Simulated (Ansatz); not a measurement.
## Sb: single point with LDA

Sb, a sheet with vacuum:

```
CELL_PARAMETERS angstrom
3.23056 0.00000 0.00000
0.00000 3.10980 0.00000
0.00000 0.00000 31.36000
ATOMIC_POSITIONS crystal
Sb 0.00000 0.00000 0.24638
Sb 0.50000 0.00000 0.32760
```

The cell was built by a generator and needn't be a form met in nature.

```yaml
Program: Ansatz 0.2.0
Task: single point
Functional: LDA
Potentials_or_basis: all-electron LAPW, scalar-relativistic
Cutoff: 192 eV (chosen from the basis error)
Basis_error_allowed: 0.002 eV/atom
k_mesh: 8 × 9 × 1
Occupations: fermi-dirac, width 0.05 eV
Spin: no spin polarisation
```

* Largest force: 0.282 eV/Å
* Band gap on the k mesh: none (metal or under the smearing width)
* Work function: 4.15 eV

Forces in eV/Å, atoms in the order of the input:
```
Sb   0.000  0.000  0.282
Sb   0.000  0.000 -0.282
```

Stress tensor (GPa, compression positive):
```
-0.11  0.00  0.00
 0.00 -0.63  0.00
 0.00  0.00 -0.36
```

Levels at points of the mesh, in eV from the Fermi level:
| k point | band 21 | band 22 | band 23 | band 24 | band 25 | band 26 |
| --- | --- | --- | --- | --- | --- | --- |
| (0.00, 0.00, 0.00) | -3.95 | 0.52 | 1.88 | 3.12 | 3.56 | 4.09 |
| (-0.50, 0.00, 0.00) | -4.72 | -4.72 | -0.19 | -0.19 | 5.33 | 5.33 |

Run time: 26 s on 4 threads of Intel(R) Xeon(R) Processor @ 2.50GHz (Skylake/Cascade Lake), with other jobs on the host, peak memory 0.62 GiB.

The run has no spin-orbit coupling, so splittings on Sb are missing.
